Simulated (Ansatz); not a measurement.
# Ta5Si: the cost of one run

Method: DFT PBE, scalar-relativistic, plane waves, PAW, in Ansatz 0.2.0.

## 1. The structure to begin with

The structure is cubic, space group F-43m (No. 216). Conventional cell: a = 7.644 Å, b = 7.644 Å, c = 7.644 Å, α = 90.00°, β = 90.00°, γ = 90.00°. Ta (site symmetry -43m) is surrounded by 12 Ta at 3.17 Å and 4 Si at 3.31 Å. Ta (site symmetry 3m) is surrounded by 9 Ta at 2.69 to 3.17 Å and 3 Si at 3.17 Å. Around Si (site symmetry -43m) lie 16 Ta at 3.17 to 3.31 Å.

As a file:

```
Ta Si
1.0
     0.00000    3.82186    3.82186
     3.82186    0.00000    3.82186
     3.82186    3.82186    0.00000
Ta Si
5 1
Direct
  0.75000 0.75000 0.75000
  0.37545 0.37545 0.87366
  0.37545 0.87366 0.37545
  0.87366 0.37545 0.37545
  0.37545 0.37545 0.37545
  0.00000 0.00000 0.00000
```

The cell was relaxed beforehand at this level, from a database cell with other species swapped in; it needn't be the stable form of this composition. At a tolerance of 0.05 Å it has space group F-43m (No. 216); it has 18.61 Å³/atom, an uncorrected energy of +0.45 eV/atom over the elements.

## 2. Bands, states and charges

input.yaml

```yaml
crystal:
  lattice:
    - [0.0, 3.8218624797, 3.8218624797]
    - [3.8218624797, 0.0, 3.8218624797]
    - [3.8218624797, 3.8218624797, 0.0]
  atoms:
    - { symbol: Ta, position: [0.75, 0.75, 0.75] }
    - { symbol: Ta, position: [0.3754471414, 0.3754471414, 0.8736585759] }
    - { symbol: Ta, position: [0.3754471414, 0.8736585759, 0.3754471414] }
    - { symbol: Ta, position: [0.8736585759, 0.3754471414, 0.3754471414] }
    - { symbol: Ta, position: [0.3754471414, 0.3754471414, 0.3754471414] }
    - { symbol: Si, position: [0.0, 0.0, 0.0] }
basis:
  ecutwfc: 420
kpoints:
  mp_grid: { grid: [8, 8, 8] }
  band_path:
    path:
      - [[0.0, 0.0, 0.0], [-0.5, -0.5, 0.0], [-0.375, -0.375, 0.25]]
      - [[-0.375, 0.0, 0.375], [0.0, 0.0, 0.0], [0.0, 0.0, 0.5], [-0.5, -0.25, 0.25], [-0.5, -0.5, 0.0]]
    npoints: 14
hamiltonian:
  xc: pbe
scf:
  occupations: { method: gaussian, width: 0.1 }
  n_extra_bands: 15
output:
  forces: true
  stress: true
  eigenvalues: true
  populations: true
  dos: { projected: true, de: 0.02, nscf_kmesh: { grid: [10, 10, 10] } }
  bader: true
  write_density: true
  write_potential: true
  elf: true
  volumetric_format: npy
```

Run with:

```console
> ansatz run input.yaml --threads 1 --pin off --max-ram 2560MiB --backend cpu --events-out ev --progress --plain --runs-dir out
```

Q: Estimate wall time and peak memory on 1 thread of Arm Neoverse V1, shared host.

About 1.9 min, with a peak of 0.53 GiB.
